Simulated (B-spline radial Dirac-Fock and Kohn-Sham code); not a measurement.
**Sc⁴⁺: core levels and X-ray properties**

Wanted for Sc⁴⁺: its X-ray form factor and Compton profile, the binding energy of each subshell, how cheaper methods do for the levels and the widths and yields of its core holes.

Method: a free atom or ion on a radial basis; each step names its model; computed with B-spline radial Dirac-Fock and Kohn-Sham code, version 2.

### 1 The system

The Sc⁴⁺ ion, configuration [Ne] 3s2 3p5.

```
nuclear charge     : 21
electrons          : 17
mass number        : 45
nuclear rms radius : 3.5459 fm
```

Outer shells as boxes (Hund's rule, for the drawing alone; heavy ions are jj-coupled, and the calculation averages over the configuration):

```
[Ne] core
3s [↑↓]
3p [↑↓][↑↓][↑ ]
```

### 2 Scattering by the electron cloud

Model: Dirac-Fock average of configuration, finite nucleus; form factor of the spherical density, Waller-Hartree incoherent function, impulse-approximation Compton profiles.

Settings, as recorded:

```ini
task = scatter
Z = 21
charge = 4
configuration = 1s2 2s2 2p6 3s2 3p5
mass_number = 45
rms_radius = 3.5459  # fm
s = [0.0, 0.07, 0.09, 0.11, 0.13, 0.15, 0.18, 0.22, 0.26, 0.32, 0.38, 0.46, 0.55, 0.65, 0.78, 0.94, 1.13, 1.35, 1.62, 1.94, 2.33, 2.79, 3.34]  # 1/A
pz = [0, 0.1, 0.14, 0.2, 0.29, 0.41, 0.58, 0.82, 1.2, 1.7, 2.4, 3.4, 4.8, 6.8, 9.6, 14.0, 19.0, 28.0, 39.0, 56.0, 79.0]  # a.u.
photon_energy = [1000, 2000, 5000, 8047.8, 10000, 17479.3, 30000, 100000]  # eV
```

### 3 Hole states by ΔSCF

Model: Dirac-Fock average of configuration, Delta-SCF, finite nucleus, first-order Breit with its frequency dependence, self-energy and vacuum polarisation.

Settings, as recorded:

```ini
task = binding
```

### 4 Dirac LDA, for comparison

Model: Dirac-Kohn-Sham LDA (Slater exchange, VWN correlation), finite nucleus, spherical and without spin polarisation.

The run's settings:

```ini
task = binding-ladder
method = lda,vwn
relativity = dirac
```

### 5 Decay of the holes

Model: independent-particle rates: relativistic LDA orbitals of the hole state, multipoles to L = 3 (length form), Coulomb Auger matrix elements with a Latter-tail continuum; energies from Dirac-Fock.

Settings, as recorded:

```ini
task = decay
holes = ["K", "L1", "L2", "L3", "M1"]
```

### 6 non-relativistic HF, for comparison

Model: non-relativistic Hartree-Fock, average of configuration, point nucleus.

The run's settings:

```ini
task = binding-ladder
method = hf
relativity = nr
```

(Steps that only read results are left out.)

What does the calculation give? Wanted: rms radius of the electron cloud; form factor halves at; Compton profile at zero; deepest level listed, K; least bound, M2,3; Dirac LDA, K: eigenvalue / ΔSCF; K hole: width, yield; non-relativistic HF, 1s: eigenvalue / ΔSCF.

The runs gave:

```
                                  quantity               value
          rms radius of the electron cloud          0.781 bohr
                     form factor halves at            0.52 1/Å
                   Compton profile at zero        3.181 1/a.u.
              deepest level listed, K (1s)           4562.5 eV
                    least bound, M2,3 (3p)            91.75 eV
  ionisation energy, NIST (semi-empirical)          91.9500 eV
           Dirac LDA, K: eigenvalue / ΔSCF  4441.5 / 4569.3 eV
                      K hole: width, yield     0.824 eV, 0.192
                              its lifetime            0.799 fs
non-relativistic HF, 1s: eigenvalue / ΔSCF  4571.1 / 4541.6 eV
```

**Reading.** Further runs did not end well and aren't shown (photo). The form factor starts at the 17 electrons and halves by s = 0.52 1/Å. Incoherent scattering outweighs coherent from 100 keV on, among the energies asked. For K (1s), relaxation takes off 29.8 eV, Breit terms shift it by -3.89 and QED by -1.72 eV. NIST's ionisation energy differs by +0.20 eV from the least binding energy; the calculation averages open shells over their j components and terms. Dirac LDA misses the K level by -2.7 % with its eigenvalue and by +0.1 % with ΔSCF, so total-energy differences mend most of the error. The K hole lives 0.80 fs and decays mostly by electron emission (yield 0.19). Non-relativistic HF misses the 1s level by +0.2 % with its eigenvalue and by -0.5 % with ΔSCF. The Hartree-Fock and Dirac-Fock values hold no electron correlation.
